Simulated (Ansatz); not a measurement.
# Ge2H4: the cost of one run

Program: Ansatz 0.2.0. Level of theory: UKS BLYP-D4/def2-SVPD. These are calculated values, not measurements.

## Step 1: The structure to begin with

Bond lengths: H1–Ge2 1.812 Å, Ge2–Ge3 2.824 Å, Ge3–H4 1.629 Å, Ge2–H5 1.797 Å, Ge2–H6 1.623 Å. Angles: H1–Ge2–Ge3 41.2°, H1–Ge2–H5 78.2°, H1–Ge2–H6 86.8°, Ge3–Ge2–H5 39.8°, Ge3–Ge2–H6 73.8°, H5–Ge2–H6 86.1°, Ge2–Ge3–H4 94.7°.

Structure file:

```xyz
6

H    -0.8331   -0.6802   -0.4727
Ge    0.8488   -1.2334   -0.0875
Ge   -0.7701    1.0520    0.2719
H    -0.6363    1.5534   -1.2719
H     0.9971    0.5485    0.0897
H     0.3936   -1.2402    1.4706
```

## Step 2: A restrained relaxation towards end A

Springs on the bonds that form and break draw the guess towards this end; the thresholds are loose.

input.yaml

```yaml
crystal:
  periodic: [false, false, false]
  atoms:
    - { symbol: H, position_ang: [-0.8331, -0.6802, -0.4727] }
    - { symbol: Ge, position_ang: [0.8488, -1.2334, -0.0875] }
    - { symbol: Ge, position_ang: [-0.7701, 1.052, 0.2719] }
    - { symbol: H, position_ang: [-0.6363, 1.5534, -1.2719] }
    - { symbol: H, position_ang: [0.9971, 0.5485, 0.0897] }
    - { symbol: H, position_ang: [0.3936, -1.2402, 1.4706] }
magnetization:
  spin_polarized: true
basis:
  gaussian: { orbitals: def2-SVPD }
hamiltonian:
  xc: blyp
  dispersion: d4
relax:
  f_tol: 0.15
  max_steps: 25
  restrain:
    - { distance: [2, 0], at: 2.81, k: 30.0 }
    - { distance: [1, 0], at: 1.51, k: 30.0 }
```

Command:

```sh
> ansatz run input.yaml --threads 4 --pin off --max-ram 5120MiB --backend cpu --events-out ev --progress --plain --runs-dir out
```

**Question.** How long does this run take on 4 threads of Arm Neoverse N1, shared host, and how much memory does it need?

About 18 s, with a peak of 0.19 GiB.
